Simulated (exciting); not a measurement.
# BiTe (R-3m) in exciting: notebook

The runs below take BiTe through optical spectrum, real-space fields, with WC, B86bPBE+TS.

Everything below comes from runs of exciting (release sodium). Logs are shortened: lines on timing, memory, paths and dates and some standing lists are left out, and cuts for length are marked.

## 1. The structure

It takes space group R-3m (No. 166, trigonal). The conventional cell has a = 4.845 Å, b = 4.845 Å, c = 9.952 Å, α = 90.00°, β = 90.00°, γ = 120.00°. Bi (site symmetry -3m) is surrounded by 6 Te at 3.25 Å. Around Te (site symmetry -3m) lie 6 Bi at 3.25 Å.

The cell comes from a database or a generator and needn't be the stable form of this composition.

## 2. Optical spectrum, WC

File run_exciting.py:

```python
import subprocess
import xml.etree.ElementTree as ET
from ase.io import read
from ase.units import Bohr

atoms = read("BiTe.xyz")
rmt = {'Bi': 2.3, 'Te': 2.3}  # bohr
tasks = """
<groundstate do="fromscratch" ngridk="4 4 4" rgkmax="8" gmaxvr="14" lmaxapw="10" lmaxmat="10" lmaxvr="8" stype="Fermi Dirac" swidth="0.00499791" nempty="28" ValenceRelativity="iora*" epsengy="1e-05" epspot="1e-05" maxscl="60" outputlevel="low" vkloff="0.5 0.5 0.5">
  <libxc exchange="XC_GGA_X_WC" correlation="XC_GGA_C_PBE"/>
</groundstate>
<properties>
  <momentummatrix/>
  <dielmat intraband="false" wmax="0.8" wgrid="200" swidth="0.007" tevout="true">
    <epscomp>1 1</epscomp>
    <epscomp>2 2</epscomp>
    <epscomp>3 3</epscomp>
  </dielmat>
</properties>
"""

root = ET.Element("input")
ET.SubElement(root, "title").text = "BiTe"
structure = ET.SubElement(root, "structure", speciespath="./", tshift="false")
crystal = ET.SubElement(structure, "crystal", scale="1.0")
for vector in atoms.cell / Bohr:
    ET.SubElement(crystal, "basevect").text = " ".join(f"{x:.12f}" for x in vector)
symbols = atoms.get_chemical_symbols()
for element in dict.fromkeys(symbols):
    species = ET.SubElement(structure, "species", speciesfile=element + ".xml", rmt=str(rmt[element]))
    for symbol, position in zip(symbols, atoms.get_scaled_positions(wrap=False)):
        if symbol == element:
            ET.SubElement(species, "atom", coord=" ".join(f"{x:.12f}" for x in position))
root.extend(ET.fromstring("<tasks>" + tasks + "</tasks>"))
ET.indent(root)
ET.ElementTree(root).write("input.xml")
subprocess.run(["exciting_smp"], check=True)
```

File BiTe.xyz:

```xyz
2
Lattice="2.4227077728 1.3987509848 3.3172919545 -2.4227077728 1.3987509848 3.3172919545 0.0000000000 -2.7975019696 3.3172919545" Properties=species:S:1:pos:R:3 pbc="T T T"
Bi     0.0000000000      0.0000000000      4.9759379318
Te     0.0000000000      0.0000000000      0.0000000000
```

Potentials or basis: all-electron LAPW+lo, shipped species files, valence relativity iora*.

Command:

```sh
$ OMP_NUM_THREADS=1 python run_exciting.py
```

Log:

```text
================================================================================
EXCITING SODIUM started
[... 10 lines left out ...]

 Lattice vectors (cartesian) :
      4.5782541735      2.6432562795      6.2687732734
     -4.5782541735      2.6432562795      6.2687732734
      0.0000000000     -5.2865125590      6.2687732734

 Reciprocal lattice vectors (cartesian) :
      0.6861988292      0.3961770787      0.3340996733
     -0.6861988292      0.3961770787      0.3340996733
     -0.0000000000     -0.7923541575      0.3340996733

 Unit cell volume                           :     455.1693245121
 Brillouin zone volume                      :       0.5449625010

 Species :    1 (Bi)
     parameters loaded from                 :    Bi.xml
     name                                   :    bismuth

     atomic positions (lattice) :
       1 :   0.50000000  0.50000000  0.50000000

 Species :    2 (Te)
     parameters loaded from                 :    Te.xml
     name                                   :    tellurium

     atomic positions (lattice) :
       1 :   0.00000000  0.00000000  0.00000000

 Total number of atoms per unit cell        :       2

 Spin treatment                             :    spin-unpolarised

 Number of Bravais lattice symmetries       :      12
 Number of crystal symmetries               :      12

 k-point grid                               :       4    4    4
 k-point offset :       0.500000  0.500000  0.500000
 Total number of k-points                   :      10
 k-point set is reduced with crystal symmetries

 R^MT_min * |G+k|_max (rgkmax)              :       8.00000000

 G-vector grid sizes                        :      40    40    40
 Total number of G-vectors                  :   21105

 Total nuclear charge                       :    -135.00000000
 Total electronic charge                    :     135.00000000

 Number of empty states                     :      28
 Total number of valence states             :      44

 Exchange-correlation type                  :     100
     libxc; exchange: Wu & Cohen; correlation: Perdew, Burke & Ernzerhof (see libxc for references)

 Smearing scheme                            :    Fermi-Dirac
 Smearing width                             :       0.00499791

++++++++++++++++++++++++++++++++++++++++++++++++++++++++++++++++++++++++++++++++
+ Ending initialization                                                        +
++++++++++++++++++++++++++++++++++++++++++++++++++++++++++++++++++++++++++++++++

********************************************************************************
* Groundstate module started                                                   *
********************************************************************************
 Output level for this task is set to low

++++++++++++++++++++++++++++++++++++++++++++++++++++++++++++++++++++++++++++++++
[... 5 lines left out ...]
+ SCF iteration number :    1                                                  +
++++++++++++++++++++++++++++++++++++++++++++++++++++++++++++++++++++++++++++++++
 Total energy                               :    -28371.52211508
 _______________________________________________________________
 Fermi energy                               :         0.24541668
 DOS at Fermi energy (states/Ha/cell)       :        51.83799047
 Electron charge: Core leakage              :         0.01026110

++++++++++++++++++++++++++++++++++++++++++++++++++++++++++++++++++++++++++++++++
+ SCF iteration number :    2                                                  +
++++++++++++++++++++++++++++++++++++++++++++++++++++++++++++++++++++++++++++++++
 Total energy                               :    -28373.92956284
 _______________________________________________________________
 Fermi energy                               :         0.24102658
 DOS at Fermi energy (states/Ha/cell)       :        51.61158988
 Electron charge: Core leakage              :         0.01019300
[... 135 lines left out ...]
++++++++++++++++++++++++++++++++++++++++++++++++++++++++++++++++++++++++++++++++
+ SCF iteration number :   13                                                  +
++++++++++++++++++++++++++++++++++++++++++++++++++++++++++++++++++++++++++++++++
 Total energy                               :    -28376.34926758
 _______________________________________________________________
 Fermi energy                               :         0.23065198
 DOS at Fermi energy (states/Ha/cell)       :        51.34718138
 Electron charge: Core leakage              :         0.01013002

 RMS change in effective potential (target) :  0.690709E-09  ( 0.100000E-04)
 Absolute change in total energy   (target) :  0.114377E-05  ( 0.100000E-04)
 Charge distance                   (target) :  0.889622E-09  ( 0.100000E-04)

++++++++++++++++++++++++++++++++++++++++++++++++++++++++++++++++++++++++++++++++
| Convergency criteria checked for the last 2 iterations                       +
| Convergence targets achieved. Performing final SCF iteration                 +
++++++++++++++++++++++++++++++++++++++++++++++++++++++++++++++++++++++++++++++++
 Total energy                               :    -28376.34926800
 _______________________________________________________________
 Fermi energy                               :         0.23065198
 DOS at Fermi energy (states/Ha/cell)       :        51.34718187
 Electron charge: Core leakage              :         0.01013002

++++++++++++++++++++++++++++++++++++++++++++++++++++++++++++++++++++++++++++++++
[... 12 lines left out ...]
| EXCITING SODIUM stopped                                                      =
================================================================================
```

input.xml:

```text
<input>
  <title>BiTe</title>
  <structure speciespath="./" tshift="false">
    <crystal scale="1.0">
      <basevect>4.578254173528 2.643256279517 6.268773273447</basevect>
      <basevect>-4.578254173528 2.643256279517 6.268773273447</basevect>
      <basevect>0.000000000000 -5.286512559033 6.268773273447</basevect>
    </crystal>
    <species speciesfile="Bi.xml" rmt="2.3">
      <atom coord="0.500000000005 0.500000000005 0.500000000005" />
    </species>
    <species speciesfile="Te.xml" rmt="2.3">
      <atom coord="0.000000000000 -0.000000000000 -0.000000000000" />
    </species>
  </structure>
  <groundstate do="fromscratch" ngridk="4 4 4" rgkmax="8" gmaxvr="14" lmaxapw="10" lmaxmat="10" lmaxvr="8" stype="Fermi Dirac" swidth="0.00499791" nempty="28" ValenceRelativity="iora*" epsengy="1e-05" epspot="1e-05" maxscl="60" outputlevel="low" vkloff="0.5 0.5 0.5">
    <libxc exchange="XC_GGA_X_WC" correlation="XC_GGA_C_PBE" />
  </groundstate>
  <properties>
    <momentummatrix />
    <dielmat intraband="false" wmax="0.8" wgrid="200" swidth="0.007" tevout="true">
      <epscomp>1 1</epscomp>
      <epscomp>2 2</epscomp>
      <epscomp>3 3</epscomp>
    </dielmat>
  </properties>
</input>
```

stdout:

```text
Info(writepmat):
  Momentum matrix elements written to file PMAT.OUT

Info(dielmat):
  Optical conductivity tensor written to SIGMA_11.OUT
  Dielectric tensor written to EPSILON_11.OUT
  Electron energy loss spectrum written to LOSS_11.OUT
  Output energy is in eV

  Optical conductivity tensor written to SIGMA_22.OUT
  Dielectric tensor written to EPSILON_22.OUT
  Electron energy loss spectrum written to LOSS_22.OUT
  Output energy is in eV

  Optical conductivity tensor written to SIGMA_33.OUT
  Dielectric tensor written to EPSILON_33.OUT
  Electron energy loss spectrum written to LOSS_33.OUT
  Output energy is in eV
```

It took 50 s on 1 thread of Arm Neoverse V1, shared host; peak memory 0.43 GiB.

What came out:

```
Density of states at the Fermi level : 1.89 states/eV per cell
```

Dielectric function (mean over the directions given):
```tsv
energy (eV)	real part	imaginary part
0.33	-3.60	343.13
1.31	-16.18	8.26
2.29	-5.24	16.62
3.37	-2.82	2.58
4.35	0.38	1.90
5.44	2.21	3.65
6.42	-1.50	5.11
7.51	-1.75	3.09
8.49	-0.64	1.48
9.58	0.02	1.63
10.56	-0.28	0.63
11.65	-0.20	1.16
12.63	-0.05	0.98
13.71	0.20	0.67
14.69	0.02	0.64
15.78	0.14	0.25
16.76	0.41	0.22
17.85	0.47	0.22
18.83	0.55	0.21
19.92	0.63	0.15
```

Caveat: the k mesh is coarse (spacing up to 0.41 Å⁻¹), so the values aren't converged; the intraband (Drude) term of the metal is left out; spectra need much finer meshes, so this one isn't converged; independent-particle spectra lack excitons; spin-orbit coupling is left out, which moves the levels of the heavy elements.

## 3. Real-space fields, B86bPBE+TS

File run_exciting.py:

```python
import subprocess
import xml.etree.ElementTree as ET
from ase.io import read
from ase.units import Bohr

atoms = read("BiTe.cif")
import spglib
from ase import Atoms
cell, positions, numbers = spglib.find_primitive((atoms.cell[:], atoms.get_scaled_positions(), atoms.numbers), symprec=1e-5)
atoms = Atoms(numbers, cell=cell, scaled_positions=positions, pbc=True)
rmt = {'Bi': 2.3, 'Te': 2.3}  # bohr
tasks = """
<groundstate do="fromscratch" ngridk="7 7 7" rgkmax="8" gmaxvr="14" lmaxapw="10" lmaxmat="10" lmaxvr="8" stype="Gaussian" swidth="0.00036749" nempty="10" ValenceRelativity="iora*" epsengy="1e-05" epspot="1e-05" maxscl="60" outputlevel="normal">
  <libxc exchange="XC_GGA_X_B86_MGC" correlation="XC_GGA_C_PBE"/>
</groundstate>
<properties>
  <chargedensityplot>
    <plot3d>
      <box grid="22 22 22">
        <origin coord="0 0 0"/>
        <point coord="1 0 0"/>
        <point coord="0 1 0"/>
        <point coord="0 0 1"/>
      </box>
    </plot3d>
  </chargedensityplot>
  <elfplot>
    <plot3d>
      <box grid="22 22 22">
        <origin coord="0 0 0"/>
        <point coord="1 0 0"/>
        <point coord="0 1 0"/>
        <point coord="0 0 1"/>
      </box>
    </plot3d>
  </elfplot>
  <exccplot>
    <plot3d>
      <box grid="22 22 22">
        <origin coord="0 0 0"/>
        <point coord="1 0 0"/>
        <point coord="0 1 0"/>
        <point coord="0 0 1"/>
      </box>
    </plot3d>
  </exccplot>
  <TSvdW/>
</properties>
"""

root = ET.Element("input")
ET.SubElement(root, "title").text = "BiTe"
structure = ET.SubElement(root, "structure", speciespath="./", tshift="false")
crystal = ET.SubElement(structure, "crystal", scale="1.0")
for vector in atoms.cell / Bohr:
    ET.SubElement(crystal, "basevect").text = " ".join(f"{x:.12f}" for x in vector)
symbols = atoms.get_chemical_symbols()
for element in dict.fromkeys(symbols):
    species = ET.SubElement(structure, "species", speciesfile=element + ".xml", rmt=str(rmt[element]))
    for symbol, position in zip(symbols, atoms.get_scaled_positions(wrap=False)):
        if symbol == element:
            ET.SubElement(species, "atom", coord=" ".join(f"{x:.12f}" for x in position))
root.extend(ET.fromstring("<tasks>" + tasks + "</tasks>"))
ET.indent(root)
ET.ElementTree(root).write("input.xml")
subprocess.run(["exciting_smp"], check=True)
```

File BiTe.cif:

```cif
data_BiTe
_cell_length_a 4.84541555
_cell_length_b 4.84541555
_cell_length_c 9.95187586
_cell_angle_alpha 90.00000000
_cell_angle_beta 90.00000000
_cell_angle_gamma 120.00000000
_space_group_name_H-M_alt 'R-3m'
_space_group_name_Hall '-R 3 2"'
_space_group_IT_number 166
loop_
_space_group_symop_operation_xyz
'x,y,z'
'-x,-y,-z'
'-y,x-y,z'
'y,-x+y,-z'
'-x+y,-x,z'
'x-y,x,-z'
'y,x,-z'
'-y,-x,z'
'x-y,-y,-z'
'-x+y,y,z'
'-x,-x+y,-z'
'x,x-y,z'
'x+2/3,y+1/3,z+1/3'
'-x+2/3,-y+1/3,-z+1/3'
'-y+2/3,x-y+1/3,z+1/3'
'y+2/3,-x+y+1/3,-z+1/3'
'-x+y+2/3,-x+1/3,z+1/3'
'x-y+2/3,x+1/3,-z+1/3'
'y+2/3,x+1/3,-z+1/3'
'-y+2/3,-x+1/3,z+1/3'
'x-y+2/3,-y+1/3,-z+1/3'
'-x+y+2/3,y+1/3,z+1/3'
'-x+2/3,-x+y+1/3,-z+1/3'
'x+2/3,x-y+1/3,z+1/3'
'x+1/3,y+2/3,z+2/3'
'-x+1/3,-y+2/3,-z+2/3'
'-y+1/3,x-y+2/3,z+2/3'
'y+1/3,-x+y+2/3,-z+2/3'
'-x+y+1/3,-x+2/3,z+2/3'
'x-y+1/3,x+2/3,-z+2/3'
'y+1/3,x+2/3,-z+2/3'
'-y+1/3,-x+2/3,z+2/3'
'x-y+1/3,-y+2/3,-z+2/3'
'-x+y+1/3,y+2/3,z+2/3'
'-x+1/3,-x+y+2/3,-z+2/3'
'x+1/3,x-y+2/3,z+2/3'
loop_
_atom_site_label
_atom_site_type_symbol
_atom_site_symmetry_multiplicity
_atom_site_Wyckoff_symbol
_atom_site_fract_x
_atom_site_fract_y
_atom_site_fract_z
_atom_site_occupancy
Bi1 Bi 3 b 0.3333333333 0.6666666667 0.1666666667 1
Te1 Te 3 a 0.0000000000 0.0000000000 0.0000000000 1
```

Potentials or basis: all-electron LAPW+lo, shipped species files, valence relativity iora*.

Command:

```sh
$ OMP_NUM_THREADS=1 python run_exciting.py
```

Log:

```text
================================================================================
EXCITING SODIUM started
[... 10 lines left out ...]

 Lattice vectors (cartesian) :
      4.5782541777      2.6432562819      6.2687732712
     -4.5782541777      2.6432562819      6.2687732712
      0.0000000000     -5.2865125638      6.2687732712

 Reciprocal lattice vectors (cartesian) :
      0.6861988286      0.3961770784      0.3340996734
     -0.6861988286      0.3961770784      0.3340996734
     -0.0000000000     -0.7923541568      0.3340996734

 Unit cell volume                           :     455.1693251768
 Brillouin zone volume                      :       0.5449625002

 Species :    1 (Bi)
     parameters loaded from                 :    Bi.xml
     name                                   :    bismuth
     nuclear charge                         :     -83.00000000
     electronic charge                      :      83.00000000
[... 55 lines left out ...]

 Exchange-correlation type                  :     100
     libxc; exchange: Becke 86 with modified gradient correction; correlation: Perdew, Burke & Ernzerhof (see libxc for references)

 Smearing scheme                            :    Gaussian
 Smearing width                             :       0.00036749

 Using multisecant Broyden potential mixing
[... 16 lines left out ...]
+ SCF iteration number :    1                                                  +
++++++++++++++++++++++++++++++++++++++++++++++++++++++++++++++++++++++++++++++++
 Total energy                               :    -28377.31004184
 _______________________________________________________________
 Fermi energy                               :         0.25102767
 Kinetic energy                             :     32441.19320446
 Coulomb energy                             :    -60241.37823383
 Exchange energy                            :      -569.18932582
 Correlation energy                         :        -7.93568664
[... 374 lines left out ...]
 RMS change in effective potential (target) :  0.308850E-08  ( 0.100000E-04)
 Absolute change in total energy   (target) :  0.369057E-05  ( 0.100000E-04)
 Charge distance                   (target) :  0.743526E-09  ( 0.100000E-04)

++++++++++++++++++++++++++++++++++++++++++++++++++++++++++++++++++++++++++++++++
| Convergency criteria checked for the last 2 iterations                       +
| Convergence targets achieved. Performing final SCF iteration                 +
++++++++++++++++++++++++++++++++++++++++++++++++++++++++++++++++++++++++++++++++
 Total energy                               :    -28380.68487459
 _______________________________________________________________
 Fermi energy                               :         0.23630586
 Kinetic energy                             :     32436.56582462
 Coulomb energy                             :    -60240.12479829
 Exchange energy                            :      -569.18976790
 Correlation energy                         :        -7.93613301

 DOS at Fermi energy (states/Ha/cell)       :        34.03525841

 Electron charges :
     core                                   :       104.00000000
     core leakage                           :         0.01008996
     valence                                :        31.00000000
     interstitial                           :         6.28265598
     charge in muffin-tin spheres :
                  atom     1    Bi          :        79.74183899
                  atom     2    Te          :        48.97550504
     total charge in muffin-tins            :       128.71734402
     total charge                           :       135.00000000

++++++++++++++++++++++++++++++++++++++++++++++++++++++++++++++++++++++++++++++++
[... 12 lines left out ...]
| EXCITING SODIUM stopped                                                      =
================================================================================
```

input.xml:

```text
<input>
  <title>BiTe</title>
  <structure speciespath="./" tshift="false">
    <crystal scale="1.0">
      <basevect>4.578254177686 2.643256281905 6.268773271243</basevect>
      <basevect>-4.578254177686 2.643256281905 6.268773271243</basevect>
      <basevect>0.000000000000 -5.286512563811 6.268773271243</basevect>
    </crystal>
    <species speciesfile="Bi.xml" rmt="2.3">
      <atom coord="0.500000000000 0.500000000000 0.500000000000" />
    </species>
    <species speciesfile="Te.xml" rmt="2.3">
      <atom coord="-0.000000000000 0.000000000000 0.000000000000" />
    </species>
  </structure>
  <groundstate do="fromscratch" ngridk="7 7 7" rgkmax="8" gmaxvr="14" lmaxapw="10" lmaxmat="10" lmaxvr="8" stype="Gaussian" swidth="0.00036749" nempty="10" ValenceRelativity="iora*" epsengy="1e-05" epspot="1e-05" maxscl="60" outputlevel="normal">
    <libxc exchange="XC_GGA_X_B86_MGC" correlation="XC_GGA_C_PBE" />
  </groundstate>
  <properties>
    <chargedensityplot>
      <plot3d>
        <box grid="22 22 22">
          <origin coord="0 0 0" />
          <point coord="1 0 0" />
          <point coord="0 1 0" />
          <point coord="0 0 1" />
        </box>
      </plot3d>
    </chargedensityplot>
    <elfplot>
      <plot3d>
        <box grid="22 22 22">
          <origin coord="0 0 0" />
          <point coord="1 0 0" />
          <point coord="0 1 0" />
          <point coord="0 0 1" />
        </box>
      </plot3d>
    </elfplot>
    <exccplot>
      <plot3d>
        <box grid="22 22 22">
          <origin coord="0 0 0" />
          <point coord="1 0 0" />
          <point coord="0 1 0" />
          <point coord="0 0 1" />
        </box>
      </plot3d>
    </exccplot>
    <TSvdW />
  </properties>
</input>
```

stdout:

```text
Info(rhoplot):
 3D density plot written to RHO3D.xml

Info(potplot):
 3D Coulomb potential plot written to VCL3D.xml
 3D exchange-correlation potential plot written to VXC3D.xml

Info(elfplot): 3D ELF plot written to ELF3D.xml
```

It took 3.4 min on 1 thread of Arm Neoverse V1, shared host; peak memory 0.16 GiB.

What came out:

- Band gap on the k mesh: none (metal or under the smearing width)
- All electrons inside the program's atomic spheres: Bi 79.74; Te 48.98 (radii Bi 2.3, Te 2.3 bohr)
- Dispersion energy per atom: -0.266 eV

Caveat: the dispersion energy is computed afterwards and isn't part of the total energy; spin-orbit coupling is left out, which moves the levels of the heavy elements.
